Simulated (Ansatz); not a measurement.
# CH4GeS: up Jacob's ladder to CCSD(T)

An exercise on one series of results from a longer session: the logs are not shown, and one member is left open.

Computed with Ansatz 0.2.0, Gaussian basis. Level: functionals in def2-TZVPP, the program's frozen cores in correlated methods.

Plan: LDA (SPW92), PBE-D4, revPBE-D4, BLYP-D4, r2SCAN-D4, B97M-V, PBE0-D4, B3LYP-D4, r2SCANh-D4, r2SCAN0-D4, HSE06-D4, BHLYP-D4, CAM-B3LYP-D4, LC-ωPBE, ωB97X-V, ωB97M-V, B2PLYP, PBE-QIDH; CCSD(T)/def2-SVP; CCSD(T)/def2-TZVPP; MP2/def2-QZVPP; extrapolation to the limit; RPA on PBE.

**The geometry**

The geometry comes from an earlier relaxation with PBE0-D4 in a triple-zeta def2 set; it is a stationary point, not always the lowest conformer.

SMILES `C[S][GeH]`, 7 atoms, charge 0, spin multiplicity 1.

Atoms are counted from 1 here; the program's logs count them from 0.

Bond lengths: C1–S2 1.812 Å, C1–H4 1.090 Å, C1–H5 1.090 Å, C1–H6 1.090 Å, S2–Ge3 2.189 Å, Ge3–H7 1.594 Å. Angles: S2–C1–H4 111.0°, S2–C1–H5 109.0°, S2–C1–H6 109.0°, H4–C1–H5 109.4°, H4–C1–H6 109.4°, H5–C1–H6 109.0°, C1–S2–Ge3 103.6°, S2–Ge3–H7 89.0°.

Set-up of the first run:

Contents of in.yaml:

```yaml
crystal:
  periodic: [false, false, false]
  atoms:
    - {symbol: C, position_ang: [-0.787609, 0.742200, -0.275431]}
    - {symbol: S, position_ang: [0.549813, 0.166704, 0.803073]}
    - {symbol: Ge, position_ang: [1.194720, -1.705575, -0.130999]}
    - {symbol: H, position_ang: [-0.951124, 0.046809, -1.099311]}
    - {symbol: H, position_ang: [-0.525030, 1.721822, -0.674684]}
    - {symbol: H, position_ang: [-1.702463, 0.831764, 0.310256]}
    - {symbol: H, position_ang: [2.282892, -1.871825, 1.021498]}
basis:
  gaussian: {orbitals: def2-TZVPP}
hamiltonian: {xc: lda}
output: {orbitals: {seedname: orbitals}}
```

Run with:

```sh
$ ansatz run in.yaml --threads 4 --pin off --events-out ev --progress --plain --max-ram 10444MiB
```

Among the steps run: LDA; PBE-D4 (GGA); revPBE-D4 (GGA); BLYP-D4 (GGA); r2SCAN-D4 (meta-GGA); B97M-V (meta-GGA); PBE0-D4 (hybrid); B3LYP-D4 (hybrid); r2SCANh-D4 (hybrid); r2SCAN0-D4 (hybrid); HSE06-D4 (hybrid); BHLYP-D4 (hybrid); CAM-B3LYP-D4 (range-separated); LC-ωPBE (range-separated); ωB97X-V (range-separated); ωB97M-V (range-separated); B2PLYP (double hybrid); PBE-QIDH (double hybrid).

One table of the session follows, with a row left open; its other results are not shown here.

It belongs to the step «Frontier levels by functional». 

```
  functional  HOMO (eV)  LUMO (eV)  gap (eV)
 LDA (SPW92)      -5.86      -3.28      2.58
      PBE-D4      -5.74      -3.06      2.67
   revPBE-D4      -5.69      -2.98      2.71
     BLYP-D4      -5.61      -2.94      2.67
   r2SCAN-D4      -5.99      -3.01      2.98
      B97M-V      -5.99      -2.94      3.05
     PBE0-D4      -6.77      -2.32      4.45
    B3LYP-D4      -6.60      -2.51      4.08
  r2SCANh-D4      -6.37      -2.73      3.64
  r2SCAN0-D4          ?          ?         ?
    HSE06-D4      -6.38      -2.69      3.69
    BHLYP-D4      -7.69      -1.47      6.22
CAM-B3LYP-D4      -8.02      -1.30      6.72
     LC-ωPBE      -9.29      -0.24      9.06
     ωB97X-V      -8.97      -0.31      8.67
     ωB97M-V      -8.85      -0.39      8.45
```

Q: Estimate the row for r2SCAN0-D4 from the others.

Worked estimate for «HOMO (eV)». Against the share of exact exchange, r2SCAN-D4 (0, -5.99), r2SCANh-D4 (0.1, -6.37) give a slope of -3.80 per unit share; at 0.25 the line stands at -6.94.

**Answer.** HOMO (eV): -6.94; LUMO (eV): -2.30; gap (eV): 4.64. In «HOMO (eV)» the line misses by 0.00.
